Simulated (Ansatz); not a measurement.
# CH₅AlSSi: a ladder of functionals and wavefunction methods

How much do the methods differ for CH₅AlSSi? The plan is to run it at one geometry with functionals of several rungs and with coupled cluster. The yardstick is the atomisation energy at the CCSD(T) limit.

Method: functionals in def2-TZVPP, the program's frozen cores in correlated methods; program: Ansatz 0.2.0, Gaussian basis.

The runs, in order: LDA (SPW92), PBE-D4, revPBE-D4, BLYP-D4, r2SCAN-D4, B97M-V, PBE0-D4, B3LYP-D4, r2SCANh-D4, r2SCAN0-D4, HSE06-D4, BHLYP-D4, CAM-B3LYP-D4, LC-ωPBE, ωB97X-V, ωB97M-V, B2PLYP, PBE-QIDH; CCSD(T)/def2-SVP; CCSD(T)/def2-TZVPP; MP2/def2-QZVPP; extrapolation to the limit; RPA on PBE.

**1. The geometry**

The geometry comes from an earlier relaxation with PBE0-D4 in a triple-zeta def2 set; it is a stationary point, not always the lowest conformer.

9 atoms, charge 0, spin multiplicity 1.

Atoms are counted from 1 here; the program's logs count them from 0.

Bond lengths: Al1–C2 1.961 Å, Al1–S4 2.430 Å, Al1–H5 1.583 Å, Al1–H6 1.586 Å, C2–Si3 1.817 Å, C2–H7 1.086 Å, Si3–S4 2.131 Å, Si3–H8 1.478 Å, Si3–H9 1.476 Å. Angles: C2–Al1–S4 51.9°, C2–Al1–H5 118.7°, C2–Al1–H6 115.8°, S4–Al1–H5 109.7°, S4–Al1–H6 110.7°, H5–Al1–H6 124.7°, Al1–C2–Si3 109.0°, Al1–C2–H7 129.4°, Si3–C2–H7 120.4°, C2–Si3–S4 59.1°, C2–Si3–H8 120.8°, C2–Si3–H9 120.2°, S4–Si3–H8 113.4°, S4–Si3–H9 117.4°, H8–Si3–H9 114.1° and more.

**2. LDA**

This LDA is Slater exchange with PW92 correlation.

Input file in.yaml:

```yaml
crystal:
  periodic: [false, false, false]
  atoms:
    - {symbol: Al, position_ang: [-0.448819, 1.390114, -0.694694]}
    - {symbol: C, position_ang: [0.837546, -0.045390, -0.335842]}
    - {symbol: Si, position_ang: [0.186388, -1.105723, 0.988015]}
    - {symbol: S, position_ang: [-0.779128, -1.007963, -0.908792]}
    - {symbol: H, position_ang: [-0.459589, 2.059576, -2.129325]}
    - {symbol: H, position_ang: [-1.224817, 1.952121, 0.569281]}
    - {symbol: H, position_ang: [1.701974, -0.356553, -0.915227]}
    - {symbol: H, position_ang: [0.793061, -2.424016, 1.270006]}
    - {symbol: H, position_ang: [-0.518114, -0.508367, 2.139577]}
basis:
  gaussian: {orbitals: def2-TZVPP}
hamiltonian: {xc: lda}
output: {orbitals: {seedname: orbitals}}
```

The runs that follow: PBE-D4 (GGA); revPBE-D4 (GGA); BLYP-D4 (GGA); r2SCAN-D4 (meta-GGA); B97M-V (meta-GGA); PBE0-D4 (hybrid); B3LYP-D4 (hybrid); r2SCANh-D4 (hybrid); r2SCAN0-D4 (hybrid); HSE06-D4 (hybrid); BHLYP-D4 (hybrid); CAM-B3LYP-D4 (range-separated); LC-ωPBE (range-separated); ωB97X-V (range-separated); ωB97M-V (range-separated); B2PLYP (double hybrid); PBE-QIDH (double hybrid); CCSD(T) in def2-SVP; CCSD(T) in def2-TZVPP; MP2 in def2-QZVPP; RPA on PBE orbitals.

**Question.** What will the summary of the whole plan be? Wanted: atomisation energy, CCSD(T)/CBS; farthest beyond LDA; mean size of error, GGA; mean size of error, meta-GGA; mean size of error, hybrid; mean size of error, range-separated; mean size of error, double hybrid; gap, smallest and largest; T1 diagnostic.

**Answer**, as computed:

| quantity | value |
| --- | --- |
| atomisation energy, CCSD(T)/CBS | 2808.5 kJ/mol |
| functionals within 14.0 kJ/mol (0.5 %) | PBE-D4, r2SCANh-D4, HSE06-D4, ωB97M-V |
| farthest beyond LDA | BHLYP-D4 (-79.4 kJ/mol) |
| mean size of error, GGA | 34.2 kJ/mol |
| mean size of error, meta-GGA | 34.3 kJ/mol |
| mean size of error, hybrid | 25.8 kJ/mol |
| mean size of error, range-separated | 21.5 kJ/mol |
| mean size of error, double hybrid | 39.9 kJ/mol |
| gap, smallest and largest | 4.54 eV (LDA (SPW92)), 11.34 eV (LC-ωPBE) |
| T1 diagnostic | 0.0132 |
| triples share of the correlation energy | 4.6 % |

In words: LDA overbinds by 351.9 kJ/mol (13 %). PBE-D4 misses by +11.4 kJ/mol. Double hybrids carry the basis error of their MP2 part in triple zeta, and no dispersion term here, so their miss is partly the set-up's. Taken by rung, range-separated functionals do best (21.5 kJ/mol on average) and double hybrid ones worst beyond LDA (39.9 kJ/mol). The gap between the best rungs is small, so their order is not settled. The reference freezes the cores and leaves out relativity and excitations past (T), so misses under about 14.0 kJ/mol can't be ranked. Hartree-Fock recovers 73 % of the binding; the rest is correlation. CCSD(T) in def2-SVP is off by -209.2 kJ/mol, which most functionals beat. Orbital gaps span 4.5 to 11.3 eV; exact exchange widens them.
